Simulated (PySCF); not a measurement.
# C₂H₆B₂Cl₂O₂: magnetic properties

Wanted: magnetic properties for C₂H₆B₂Cl₂O₂ (`COB(O)CB(Cl)Cl`).

Programs: PySCF 2.14.0, with routines of our own; each step states its level. All values are computed. Atoms count from 0.

## Step 1: The starting structure

14 atoms, charge 0, multiplicity 1; geometry from: GFN2-xTB.

## Step 2: Magnetic properties: GIAO KT3/pcSseg-1

What the job is given:

```
{"job": {"kind": "mag", "xc": "KT3", "basis": "pcSseg-1", "isotopologues": 2}, "charge": 0, "multiplicity": 1}
C     -2.480773     0.485198     0.000164
O     -1.246084     0.129752     0.593031
B     -0.173705    -0.256152    -0.110168
O     -0.209702    -0.345569    -1.460534
C      1.158526    -0.628957     0.750680
B      2.382278     0.215259     0.265027
Cl     3.010322     1.541132     1.155423
Cl     3.089245    -0.111434    -1.287657
H     -2.513425     1.567030    -0.145028
H     -2.610023    -0.008733    -0.963254
H     -3.273621     0.186014     0.686223
H      0.605466    -0.595186    -1.897253
H      1.324890    -1.694619     0.586479
H      0.935930    -0.484207     1.804703
```

Method: GIAO KT3/pcSseg-1 magnetisability, rotational g tensor and spin-rotation constants, non-relativistic, gas phase.

On the command line:

```sh
$ OMP_NUM_THREADS=1 python excited_run.py task.json out
```

One launch serves the whole session: the jobs run in the order shown.

Output:

```text
coarse grid: 13488 points
cycle   1  E = -1210.5446443288  dE =  9.778e-01  |g| = 1.067e+00  |ddm| = 3.352e+00
cycle   2  E = -1210.0756280881  dE =  4.690e-01  |g| = 1.837e+00  |ddm| = 2.645e+00
cycle   3  E = -1210.7518436873  dE = -6.762e-01  |g| = 2.159e-01  |ddm| = 2.021e+00
cycle   4  E = -1210.7614543878  dE = -9.611e-03  |g| = 7.180e-02  |ddm| = 2.420e-01
cycle   5  E = -1210.7623944541  dE = -9.401e-04  |g| = 3.591e-02  |ddm| = 7.831e-02
cycle   6  E = -1210.7626570752  dE = -2.626e-04  |g| = 8.721e-03  |ddm| = 3.432e-02
cycle   7  E = -1210.7626701161  dE = -1.304e-05  |g| = 3.507e-03  |ddm| = 8.163e-03
cycle   8  E = -1210.7626725826  dE = -2.466e-06  |g| = 8.454e-04  |ddm| = 3.566e-03
final grid: 122976 points
cycle   9  E = -1210.8417995975  dE = -2.119e-04  |g| = 3.027e-02  |ddm| = 5.972e-02
cycle  10  E = -1210.8415990443  dE =  2.006e-04  |g| = 4.190e-02  |ddm| = 5.441e-02
cycle  11  E = -1210.8419132690  dE = -3.142e-04  |g| = 8.007e-03  |ddm| = 3.696e-02
cycle  12  E = -1210.8419240320  dE = -1.076e-05  |g| = 1.892e-03  |ddm| = 6.215e-03
cycle  13  E = -1210.8419247568  dE = -7.248e-07  |g| = 5.631e-04  |ddm| = 1.797e-03
cycle  14  E = -1210.8419248222  dE = -6.532e-08  |g| = 7.271e-05  |ddm| = 5.127e-04
cycle  15  E = -1210.8419248233  dE = -1.168e-09  |g| = 3.237e-05  |ddm| = 1.026e-04
cycle  16  E = -1210.8419248236  dE = -2.451e-10  |g| = 9.114e-06  |ddm| = 3.267e-05
converged SCF energy = -1210.8419248236

Magnetisability tensor (1e-30 J/T^2)
    -1493.51       38.79      -79.28
       38.79    -1471.55       74.54
      -79.28       74.54    -1366.46
isotropic -1443.84   principal values   -1578.35  -1442.82  -1310.35
isotropic susceptibility -86.950 1e-6 cm^3/mol

Inertial axes            a          b          c
rot. const./GHz      2.1136     0.7646     0.6119
chi total           -89.552    -79.515    -91.783
chi diamagnetic    -639.314  -1605.937  -1945.613
chi paramagnetic    549.762   1526.422   1853.830
quadrupole/D A        1.642     -1.784      0.141
g nuclear            0.5298     0.5396     0.5291
g electronic        -0.5459    -0.5483    -0.5329
g total             -0.0160    -0.0087    -0.0037

Spin-rotation constants (kHz, H = +C I.J)
atom  isotope        aa         bb         cc
  2    11B        0.559      0.191      0.133
  5    11B        0.577      0.315      0.144
  6   35Cl        0.614      0.254      0.134
  7   35Cl        0.638      0.212      0.138
  8     1H       -0.216     -0.058      0.018
  9     1H       -0.193      0.041     -0.061
 10     1H       -0.044     -0.048     -0.041
 11     1H       -0.021     -0.029     -0.075
 12     1H       -0.233     -0.052     -0.015
 13     1H       -0.227      0.008     -0.058
  0    13C*       0.341      0.177      0.120
  1    17O*      -0.353     -0.113     -0.067
  3    17O*      -0.450     -0.135     -0.059
  4    13C*       0.315      0.148      0.087
* in the singly substituted isotopologue

Isotopologues: g along a, b, c
2H    at 8,9,10,11,12,1    -0.0150    -0.0080    -0.0036
13C   at 0                 -0.0160    -0.0085    -0.0037
```

It took 38 s on 1 thread of Arm Neoverse V2, shared host; peak memory 0.69 GiB.

From this job:

```
              quantity                      value
       magnetisability           -1444·10⁻³⁰ J/T²
  molar susceptibility         -87.0·10⁻⁶ cm³/mol
rotational g (a, b, c)  -0.0160, -0.0087, -0.0037
```

Orbitals, density, ELF and potential are computed afterwards from the orbital file.

Frontier orbitals at KT3/pcSseg-1, with the share of their density that lies nearest to each atom:

```
orbital  energy (eV)                            lies on
   HOMO        -7.30          O1 53 %; O3 16 %; H8 11 %
   LUMO        -1.95  B5 57 %; Cl6, Cl7 about 13 % each
```

ELF in a plane through or near 7 of the atoms.

Values, 10 rows by 14 columns:
```
0.00 0.00 0.00 0.00 0.00 0.00 0.00 0.00 0.00 0.00 0.00 0.00 0.00 0.00
0.00 0.00 0.00 0.00 0.00 0.00 0.00 0.00 0.00 0.00 0.00 0.00 0.00 0.00
0.00 0.00 0.04 0.16 0.03 0.02 0.10 0.00 0.01 0.00 0.00 0.00 0.00 0.00
0.00 0.00 0.19 0.22 0.06 0.46 0.58 0.03 0.78 0.23 0.41 0.95 0.06 0.00
0.00 0.00 0.03 0.30 0.46 0.79 0.75 0.32 0.28 0.78 0.90 0.98 0.36 0.00
0.00 0.02 0.22 0.62 0.35 0.64 0.67 0.65 0.55 0.46 0.75 0.22 0.01 0.00
0.00 0.20 0.81 0.59 0.81 0.03 0.53 0.41 0.64 0.24 1.00 0.77 0.00 0.00
0.00 0.07 0.58 0.87 0.86 0.06 0.98 0.77 0.82 0.02 0.46 0.04 0.00 0.00
0.00 0.00 0.04 0.15 0.18 0.00 0.17 0.03 0.05 0.00 0.00 0.00 0.00 0.00
0.00 0.00 0.00 0.00 0.00 0.00 0.00 0.00 0.00 0.00 0.00 0.00 0.00 0.00
```
The map spans 11.7 Å across and 9.2 Å up, centred on the molecule. Atoms in the plane (x, y in Å): C0 (2.5, 0.2), O1 (1.2, 0.6), B2 (0.2, -0.2), O3 (0.3, -1.5), H9 (2.6, -0.9), H10 (3.2, 0.8), H11 (-0.6, -2.0).

On the surface of density 0.002 e/bohr³ the electrostatic potential runs, from the 1st to the 99th percentile, from -1.00 V near O1 to 1.60 V near H11.

## Step 3: Magnetic properties: GIAO PBE0/6-311G** in water

The job, as its differences from that of step 2:

```diff
@@ -1,2 +1,2 @@
-{"job": {"kind": "mag", "xc": "KT3", "basis": "pcSseg-1", "isotopologues": 2}, "charge": 0, "multiplicity": 1}
+{"job": {"kind": "mag", "xc": "PBE0", "basis": "6-311G**", "solvent": "water"}, "charge": 0, "multiplicity": 1}
 C     -2.480773     0.485198     0.000164
```

Method: GIAO PBE0/6-311G** magnetisability, non-relativistic, IEF-PCM water.

Output:

```text
coarse grid: 13488 points
cycle   1  E = -1199.8947903074  dE =  1.053e+00  |g| = 8.594e-01  |ddm| = 3.012e+00
cycle   2  E = -1199.7921397660  dE =  1.027e-01  |g| = 1.156e+00  |ddm| = 1.425e+00
cycle   3  E = -1200.0282277959  dE = -2.361e-01  |g| = 9.138e-02  |ddm| = 8.933e-01
cycle   4  E = -1200.0296152782  dE = -1.387e-03  |g| = 4.120e-02  |ddm| = 8.679e-02
cycle   5  E = -1200.0299836906  dE = -3.684e-04  |g| = 7.905e-03  |ddm| = 3.069e-02
cycle   6  E = -1200.0299955286  dE = -1.184e-05  |g| = 2.693e-03  |ddm| = 7.400e-03
cycle   7  E = -1200.0299965762  dE = -1.048e-06  |g| = 1.063e-03  |ddm| = 2.052e-03
final grid: 122976 points
cycle   8  E = -1200.0484590880  dE = -5.237e-05  |g| = 1.043e-02  |ddm| = 2.420e-02
cycle   9  E = -1200.0484438343  dE =  1.525e-05  |g| = 1.386e-02  |ddm| = 1.410e-02
cycle  10  E = -1200.0484791294  dE = -3.530e-05  |g| = 1.137e-03  |ddm| = 8.473e-03
cycle  11  E = -1200.0484793655  dE = -2.361e-07  |g| = 2.327e-04  |ddm| = 9.051e-04
cycle  12  E = -1200.0484793761  dE = -1.063e-08  |g| = 9.064e-05  |ddm| = 1.911e-04
cycle  13  E = -1200.0484793775  dE = -1.383e-09  |g| = 2.529e-05  |ddm| = 6.917e-05
cycle  14  E = -1200.0484793776  dE = -1.089e-10  |g| = 6.003e-06  |ddm| = 1.803e-05
converged SCF energy = -1200.0484793776

Magnetisability tensor (1e-30 J/T^2)
    -1528.34       37.57      -80.95
       37.57    -1514.66       80.97
      -80.95       80.97    -1397.15
isotropic -1480.05   principal values   -1618.61  -1483.73  -1337.82
isotropic susceptibility -89.131 1e-6 cm^3/mol

Inertial axes            a          b          c
rot. const./GHz      2.1136     0.7646     0.6119
chi total           -91.681    -81.195    -94.516
chi diamagnetic    -640.063  -1607.097  -1947.420
chi paramagnetic    548.382   1525.901   1852.904
quadrupole/D A        0.811     -1.918      1.107
```

Run time: 28 s. Hardware: 1 thread of Arm Neoverse V2, shared host; peak memory 0.94 GiB.

From this job:

```
            quantity               value
     magnetisability    -1480·10⁻³⁰ J/T²
molar susceptibility  -89.1·10⁻⁶ cm³/mol
```

## Step 4: Summary of results

| quantity | value |
| --- | --- |
| magnetisability (step 2, GIAO KT3/pcSseg-1) | -1444·10⁻³⁰ J/T² |
| molar susceptibility (step 2, GIAO KT3/pcSseg-1) | -87.0·10⁻⁶ cm³/mol |
| rotational g (a, b, c) (step 2, GIAO KT3/pcSseg-1) | -0.0160, -0.0087, -0.0037 |
| surface potential, 1st and 99th percentile | -1.00 V and 1.60 V |

In words: At KT3/pcSseg-1, counted by nearest atom on the grid, the HOMO lies on O1 53 %; O3 16 %, the LUMO on B5 57 %; Cl6, Cl7 about 13 % each. Vibrational averaging and real surroundings are missing from these values.
